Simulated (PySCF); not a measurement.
# NbN(OH)₂: relaxation and vibrations of the singlet

Aim: relax NbN(OH)₂ as a singlet from a hand-made trigonal planar geometry, check by its vibrations whether the end is a minimum, and collect its spectrum and constants.

Method: PBE0, basis Nb def2-SVP with ECP28, N def2-SVP, O def2-SVP, H def2-SVP, scalar-relativistic core potentials, no spin–orbit coupling, density fitting; program: PySCF 2.14.0.

## (1) Starting geometry

6 atoms, charge 0, spin multiplicity 1.

Bond lengths: Nb1–N2 1.850 Å, Nb1–O3 2.100 Å, Nb1–O4 2.100 Å, O3–H5 0.960 Å, O4–H6 0.960 Å. Angles: N2–Nb1–O3 120.0°, N2–Nb1–O4 120.0°, O3–Nb1–O4 120.0°, Nb1–O3–H5 130.0°, Nb1–O4–H6 130.0°.

Coordinates in bohr (charge 0 multiplicity 1):
```
Nb    0.1398   -0.0099    0.0000
N     3.6358   -0.0099    0.0000
O    -1.8445    3.4269    0.0000
O    -1.8445   -3.4468    0.0000
H    -1.2241    5.1316    0.0000
H    -3.6310   -3.7618    0.0000
```

## (2) Relaxation: trigonal planar start, singlet

The steps below are one call of a driver around PySCF. For each, scf.py gives the equivalent set-up of the SCF; relaxations use the driver's own optimiser. Before each start the driver seeks the lowest SCF state from one or more starting densities and follows internal instabilities, so scf.py alone need not reach the same state.

The program finds Cs symmetry in the start, which this walk keeps. The walk stops when the largest gradient is under 0.0003 Eh/bohr and the energy has settled too.

Input file scf.py:

```python
from pyscf import gto, scf, dft
mol = gto.M(atom='''
Nb     0.073959    -0.005260     0.000000
N      1.923959    -0.005260     0.000000
O     -0.976041     1.813440     0.000000
O     -0.976041    -1.823960     0.000000
H     -0.647741     2.715540     0.000000
H     -1.921441    -1.990660     0.000000''',
    basis={'Nb': 'def2-SVP', 'N': 'def2-SVP', 'O': 'def2-SVP', 'H': 'def2-SVP'},
    ecp={'Nb': 'def2-SVP'},
    charge=0, spin=0)
mf = dft.RKS(mol, xc='PBE0')
mf.grids.atom_grid = (50, 194)
aux = {'Nb': 'def2-universal-JKFIT', 'N': 'def2-universal-JKFIT', 'O': 'def2-universal-JKFIT', 'H': 'def2-universal-JKFIT'}
mf = mf.density_fit(auxbasis=aux)
mf.kernel()
```

Further steps of the session: Hessian and properties; Leaving the saddle point; Hessian and properties.

What does the calculation give? Wanted: minimum; geometry; wavenumbers; dipole moment; highest occupied, lowest empty level; polar-tensor charge of Nb1; zero-point energy; atomisation energy.

The runs gave:

| quantity | value |
| --- | --- |
| minimum | singlet, Cs |
| geometry | Nb–N 1.657 Å, Nb–O 1.923 Å (×2), O–H 0.963 Å (×2); H–O–Nb 124.2° (×2), N–Nb–O 107.4° (×2), O–Nb–O 118.4° |
| wavenumbers (cm⁻¹) | 127 (a'), 223 (a'), 277 (a''), 553 (a'), 554 (a''), 626 (a''), 652 (a'), 697 (a'), 722 (a''), 1137 (a'), 3919 (a''), 3924 (a') |
| dipole moment | 2.69 D |
| highest occupied, lowest empty level | -7.17, -2.75 eV |
| polar-tensor charge of Nb1 | +1.91 e |
| zero-point energy | 80.2 kJ/mol |
| entropy at 298.15 K | 314.5 J/(mol K) |
| atomisation energy (no zero-point energy) | 2396 kJ/mol |

In words: From Cs at the start the molecule goes to a Cs minimum, after a first stop at a saddle point 13.9 kJ/mol higher, from which it was pushed off along an imaginary mode. In the infrared the band at 626 cm⁻¹ (a'') leads. Only this shape and spin were tried, so other structures or states may lie lower. Whether spin polarisation would lower the closed shell was not checked.
